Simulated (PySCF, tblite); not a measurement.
# C2H6FN2Si2 radical: geometry, infrared bands and EPR parameters

Wanted: the infrared bands and EPR parameters of C2H6FN2Si2 radical (`N#C[Si@@H](N)[SiH2][CH]F`), by calculation.

The runs use tblite 0.8.0 and PySCF 2.14.0, with density-fitted response routines of our own; the level of theory stands in each step. All values are computed, except where a source is named. Atoms count from 0, in the outputs and in this text.

## 1. The molecule as given

13 atoms, charge 0, multiplicity 2; geometry from: force field or distance geometry start.

Bonds of the start (Å): N0–C1 1.13, C1–Si2 1.83, Si2–N3 1.75, Si2–Si4 2.24, Si4–C5 1.85, C5–F6 1.38, Si2–H7 1.48, N3–H8 1.04, N3–H9 1.04, Si4–H10 1.49, Si4–H11 1.47, C5–H12 1.10.

## 2. Geometry optimisation with GFN2-xTB

The job: settings as JSON, then the geometry in Å.

```
{"job": {"kind": "relax", "xc": "GFN2-xTB", "basis": "xTB"}, "charge": 0, "multiplicity": 2}
N      0.547100     2.960400    -0.592400
C      0.685600     1.837200    -0.548000
Si     0.921100     0.021400    -0.442600
N      1.980200    -0.415700     0.877100
Si    -1.054500    -1.027000    -0.424200
C     -2.324900    -0.207000     0.646300
F     -1.785000     0.519700     1.688000
H      1.602100    -0.372700    -1.690600
H      1.889400     0.153300     1.744600
H      2.979500    -0.445000     0.585900
H     -1.581800    -0.970500    -1.817400
H     -0.826700    -2.440000    -0.089100
H     -3.036400     0.386400     0.044700
```

Run with:

```sh
> OMP_NUM_THREADS=1 python probes_run.py task.json out
```

One launch serves the whole session: the jobs run in the order shown.

**Question.** This job is followed by: GFN2-xTB harmonic vibrations, gas phase; UKS B3LYP, pcH-1 on C F H N Si, non-relativistic, mean-field spin-orbit, GIAO. Predict these results of the whole session: strongest single infrared mode (GFN2-xTB); zero-point energy (GFN2-xTB); g(iso) (B3LYP); ⟨S²⟩; largest a(iso) (averaged by class); potential on the surface of density 0.002 e/bohr³, 1st and 99th percentile.

As calculated:

| quantity | value |
| --- | --- |
| strongest single infrared mode (GFN2-xTB) | 2210 cm⁻¹, 355 km/mol |
| zero-point energy (GFN2-xTB) | 46.6 kcal/mol |
| g(iso) (B3LYP) | 2.00411 |
| ⟨S²⟩ | 0.754 (exact 0.75) |
| largest a(iso) (averaged by class) | 19F on F6, 150.6 MHz |
| potential on the surface of density 0.002 e/bohr³, 1st and 99th percentile | -1.75 V and 1.83 V |

Relaxing lowered the energy by 0.503 eV in 153 steps; the close pair that moved most is Si2–Si4, from 2.237 to 2.336 Å. No mode is imaginary among the 33: a minimum at this level. The strongest single mode, at 2210 cm⁻¹, moves mainly H7. Unscaled tight-binding wavenumbers are off by several per cent, some by more. Its intensities can rank the bands wrongly. Most of the unpaired spin sits on C5 (0.91 e). The isotropic g lies 1.8 ppt above the free-electron value. These values are for one conformer; the search (at its own cheap level) found 2 more, at 0.04, 0.83 kcal/mol (those within 0.05 may be mirror or relabelled copies), and measured spectra average over such forms.
